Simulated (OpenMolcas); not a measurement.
# Os⁴⁺ among point charges: CASSCF and CASPT2 levels and susceptibility

How does a field of 6 point charges split the states of Os⁴⁺, and what χT follows?

The numbers are computed with OpenMolcas 26.06 (state-averaged CASSCF and CASPT2, spin-orbit coupling by RASSI with atomic mean-field integrals), except any that are marked as measured or tabulated.

## (1) Starting point

```
Species                           : Os⁴⁺ (osmium, Z = 76, 72 electrons)
Basis                             : ANO-RCC-VDZP [7s6p4d2f1g], 68 functions
Scalar Hamiltonian                : DKH2, point nucleus
Inactive shells                   : 1s 2s 2p 3s 3p 3d 4s 4p 4d 4f 5s 5p
Active space                      : 4 electrons in 5 orbitals (5d)
Some configurations of this space : 5d4
Orbitals                          : optimised for each spin and parity, averaged over all roots
```

The outer shells:

5d4
```
5d [↑ ][↑ ][↑ ][↑ ][  ]
```

The ion sits among 6 point charges of -1.7 e arranged as an octahedron (Oh), 1.79 Å from the ion.

Each step is its own input file, run in one work folder so that later steps find the files of earlier ones. Labels, J, g values, rates, χT and fits are worked out afterwards by a script from the matrices that RASSI stores. The input lists half of the charges; inversion (Group=XYZ) makes the rest.

## (2) Basis and integrals

a.inp

```
&GATEWAY
Coord
1

Os 0.0 0.0 0.0
Basis=ANO-RCC-VDZP
Group=XYZ
NoMove
AngMom=0.0 0.0 0.0
AMFI
XField
3 Angstrom 0
1.790000 0.000000 0.000000 -1.700000
0.000000 1.790000 0.000000 -1.700000
0.000000 0.000000 1.790000 -1.700000
&SEWARD
```

On the command line:

```bash
$ OMP_NUM_THREADS=1 MOLCAS_MEM=1689 MOLCAS_PROJECT=a pymolcas a.inp > a.log
```

## (3) CASSCF: quintets of even parity, 5 roots

a.inp

```
&RASSCF
FileOrb=start.orb
Symmetry=1
Spin=5
nActEl=4 0 0
Inactive=15 19
Ras2=5 0
CIRoot=5 5 1
SDav=5
CIMx=300
Iter=120 100
PrWF=0.3
OrbListing=Nothing
MaxOrb=0
>>> COPY $Project.JobIph JOB001
```

start.orb holds the contracted functions of the basis, ordered by shell, or the orbitals of the step before.

## (4) CASSCF: triplets of even parity, 45 roots

a.inp

```
&RASSCF
FileOrb=start.orb
Symmetry=1
Spin=3
nActEl=4 0 0
Inactive=15 19
Ras2=5 0
CIRoot=45 45 1
SDav=45
CIMx=300
Iter=120 100
PrWF=0.3
OrbListing=Nothing
MaxOrb=0
>>> COPY $Project.JobIph JOB002
```

## (5) Reference wave functions, singlets of even parity, 50 roots

a.inp

```
&RASSCF
FileOrb=start.orb
Symmetry=1
Spin=1
nActEl=4 0 0
Inactive=15 19
Ras2=5 0
CIRoot=50 50 1
SDav=50
CIMx=300
Iter=120 100
PrWF=0.3
OrbListing=Nothing
MaxOrb=0
>>> COPY $Project.JobIph JOB003
```

## (6) RASSI: spin-orbit coupling between the states

a.inp

```
&RASSI
NrOfJobIphs=3 5 45 50
1 2 3 4 5
1 2 3 4 5 6 7 8 9 10 11 12 13 14 15 16 17 18 19 20 21 22 23 24 25 26 27
28 29 30 31 32 33 34 35 36 37 38 39 40 41 42 43 44 45
1 2 3 4 5 6 7 8 9 10 11 12 13 14 15 16 17 18 19 20 21 22 23 24 25 26 27
28 29 30 31 32 33 34 35 36 37 38 39 40 41 42 43 44 45 46 47 48 49 50
IphNames
JOB001
JOB002
JOB003
EJob
SpinOrbit
DIPRint=1.0
SOCoupling=1000.0
Subsets=2
Property=9
'ANGMOM' 1 'ANGMOM' 2 'ANGMOM' 3 'MLTPL  1' 1 'MLTPL  1' 2 'MLTPL  1' 3
'AMFI' 1 'AMFI' 2 'AMFI' 3
SOProperty=3
'ANGMOM' 1 'ANGMOM' 2 'ANGMOM' 3
```

## (7) CASPT2: IPEA 0.25, imaginary shift 0.1 (closed shells correlated: 5s 5p)

a.inp

```
>>> COPY JOB001 $Project.JobIph
&CASPT2
Multistate=5 1 2 3 4 5
NoMult
Frozen=14 16
IPEA=0.25
Imaginary=0.1
MaxIter=60
WThr=0.0 0.3 0.05
PrWF=0.5
NoMix
>>> COPY JOB002 $Project.JobIph
&CASPT2
Multistate=45 1 2 3 4 5 6 7 8 9 10 11 12 13 14 15 16 17 18 19 20 21 22
23 24 25 26 27 28 29 30 31 32 33 34 35 36 37 38 39 40 41 42 43 44 45
NoMult
Frozen=14 16
IPEA=0.25
Imaginary=0.1
MaxIter=60
WThr=0.0 0.3 0.05
PrWF=0.5
NoMix
>>> COPY JOB003 $Project.JobIph
&CASPT2
Multistate=50 1 2 3 4 5 6 7 8 9 10 11 12 13 14 15 16 17 18 19 20 21 22
23 24 25 26 27 28 29 30 31 32 33 34 35 36 37 38 39 40 41 42 43 44 45 46
47 48 49 50
NoMult
Frozen=14 16
IPEA=0.25
Imaginary=0.1
MaxIter=60
WThr=0.0 0.3 0.05
PrWF=0.5
NoMix
```

(Steps that only read results are left out.)

**Question.** What will these runs give? Wanted: spin-free ground state; first state of the same spin within the active space; lowest level; next level.

As calculated:

```
                                            quantity                                                                        value
                                              method  SS-CASPT2, IPEA 0.25, imaginary shift 0.1 (closed shells correlated: 5s 5p)
                              spin-free ground state                                               5E, 2-fold in its orbital part
first state of the same spin within the active space                                                            5T2 at 16700 cm⁻¹
                                        lowest level                                                                    1-fold A1
                                          next level                                                                  5089.2 cm⁻¹
                                         χT at 300 K                                                               0.11 cm³ K/mol
                           effective moment at 300 K                                                                      0.93 μB
```

Cost by method:

```csv
method,time of its own steps,time with the reference
A. CASSCF,24 s,24 s
"B. SS-CASPT2, IPEA 0.25, imaginary shift 0.1, +5s 5p",11 s,35 s
```

Times are of one thread on a shared host.

In words: The spin-free ground state (5E) comes to 100 % from free-ion D terms and keeps the highest spin of the shell. χT at 300 K is 0.11, against 3.01 cm³ K/mol for the spin alone, so spin-orbit coupling lowers it. An active space of the d shell alone favours high spin; real ions in strong fields can be low spin. A ligand-field fit to the states below 45000 cm-1 gives 10Dq = 17190 cm-1, B = 693 cm-1 and C = 3284 cm-1 (C/B = 4.74), with a deviation of 454 cm-1. CASPT2 does not keep the components of a term degenerate, and the means are used. An orbital doublet at a regular site is open to a Jahn-Teller distortion, which this geometry leaves out. The field of point charges can differ much from that of real complexes. With metal d orbitals alone active, the gaps between spin states are rough; where two lie within a few thousand cm-1, their order is open. This is an electrostatic model: the charges have no orbitals.
